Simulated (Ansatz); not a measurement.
The system is GaB.

```xyz
2
Lattice="2.7182 0.0000 0.0000 0.0000 2.7182 0.0000 0.0000 0.0000 3.2362" Properties=species:S:1:pos:R:3 pbc="T T T"
Ga    1.3591    1.3591    1.6181
B     0.0000    0.0000    0.0000
```

The cell was built by a generator and needn't be a form met in nature.

Base run:

```yaml
Program: Ansatz 0.2.0
Functional: r2SCAN
Potentials_or_basis: Ansatz PAW
Cutoff: "500 eV (not typed: the program's choice for these potentials)"
k_mesh: 10 × 10 × 8
Occupations: fermi-dirac, width 0.05 eV
Spin: no spin polarisation
```

Its results: band gap on the k mesh none (metal or under the smearing width); pressure -2.9 GPa.

Q: After a change of settings the same cell gave: band gap on the k mesh none (metal or under the smearing width); pressure -4.2 GPa. Which change was it?
A. functional from r2SCAN to RPBE; cutoff from 500 eV (not typed: the program's choice for these potentials) to 420 eV (not typed: the program's choice for these potentials)
B. functional from r2SCAN to BLYP; cutoff from 500 eV (not typed: the program's choice for these potentials) to 420 eV (not typed: the program's choice for these potentials)
C. k mesh from 10 × 10 × 8 to 7 × 7 × 6
D. functional from r2SCAN to PBEsol; cutoff from 500 eV (not typed: the program's choice for these potentials) to 420 eV (not typed: the program's choice for these potentials)

A: D.

Caveats: the PAW data sets come from PBE, with cores solved anew for the run's functional, which leaves a small shift of forces and pressure.

Runs at the PBE level aren't shown here.
